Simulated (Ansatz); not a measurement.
# BaHg, space group Pm-3m: cell relaxations under several functionals

Computed with Ansatz's Python interface.

`bahg.xyz`
```text
2
Lattice="4.17876004 0.0 0.0 0.0 4.17876004 0.0 0.0 0.0 4.17876004" Properties=species:S:1:pos:R:3 pbc="T T T"
Ba    0.00000000    0.00000000    0.00000000
Hg    2.08938002    2.08938002    2.08938002
```

Run as a notebook:

**Cell 1**
```python
import ansatz
import numpy as np

def edges_and_angles(cell):
    cell = np.asarray(cell)
    a, b, c = np.linalg.norm(cell, axis=1)
    cosines = cell[1] @ cell[2] / (b * c), cell[0] @ cell[2] / (a * c), cell[0] @ cell[1] / (a * b)
    return (a, b, c, *np.degrees(np.arccos(cosines)))
```

**Cell 2**
```python
crystal = ansatz.Crystal.from_extxyz("bahg.xyz")

crystal.resolved().tree()["lattice"]
```
Output:
```text
((4.17876004, 0.0, 0.0), (0.0, 4.17876004, 0.0), (0.0, 0.0, 4.17876004))
```

**Cell 3**
```python
calculation = (
    crystal.calculation()
    .basis(35 * ansatz.Ry)
    .kpoints(spacing=0.32)  # sampling of the Brillouin zone
    .occupations("fermi_dirac")  # the run then minimises F = E - TS
    .relax(cell=True, force_tolerance=0.02)  # relax until the tolerances are met
)
```

**Cell 4**
```python
levels = [("pbesol", "none"), ("blyp", "d3bj"), ("lda", "none")]
print("level            a       b       c    alpha   beta  gamma  V/atom  steps")
for name, dispersion in levels:
    seen = []
    run = calculation.functional(name, dispersion=dispersion).session().plan()
    res = run.execute(on_event=lambda e: seen.append(e) if e["event"] == "relax_step" else None)
    cell = res.lattice.cell_ang
    label = name if dispersion == "none" else f"{name}+{dispersion}"
    print("{:13s} {:7.4f} {:7.4f} {:7.4f} {:6.2f} {:6.2f} {:6.2f}".format(label, *edges_and_angles(cell)), f"{abs(np.linalg.det(cell)) / len(res.lattice.sites):7.3f} {len(seen):5d}")
```
Output:
```text
level            a       b       c    alpha   beta  gamma  V/atom  steps
pbesol         4.0970  4.0970  4.0970  90.00  90.00  90.00  34.384     5
blyp+d3bj      4.1329  4.1329  4.1329  90.00  90.00  90.00  35.297     4
lda            4.0318  4.0318  4.0318  90.00  90.00  90.00  32.770     5
```

From smallest to largest: LDA (32.77 Å³ an atom, -10.2 % against the start), PBEsol (34.38 Å³ an atom, -5.8 % against the start) and BLYP+D3BJ (35.30 Å³ an atom, -3.3 % against the start). The spread is 7.7 % in volume.

Reading the output:
- Forces vanish by symmetry, so the ions can't move, and the end may be a saddle.
- BLYP and dispersion corrections can be off by several per cent in the lattices of metals, and by several GPa in the pressure at a fixed cell.
- The mesh is modest for a metal, so energies can be off by several to tens of meV an atom and pressures by half a GPa or more; differences at equal mesh fare better.
- Spin-orbit coupling, which matters for elements this heavy, is left out.
- The structure comes from a database of computed cells and needn't be a stable or known phase.
- Run time: 13 s on 1 thread of Arm Neoverse V2 (shared host), peak memory 0.42 GiB.

(A comment or docstring line of the script was reworded after the run, the code is as it ran; lines on the test bed's own set-up are left out of the output.)
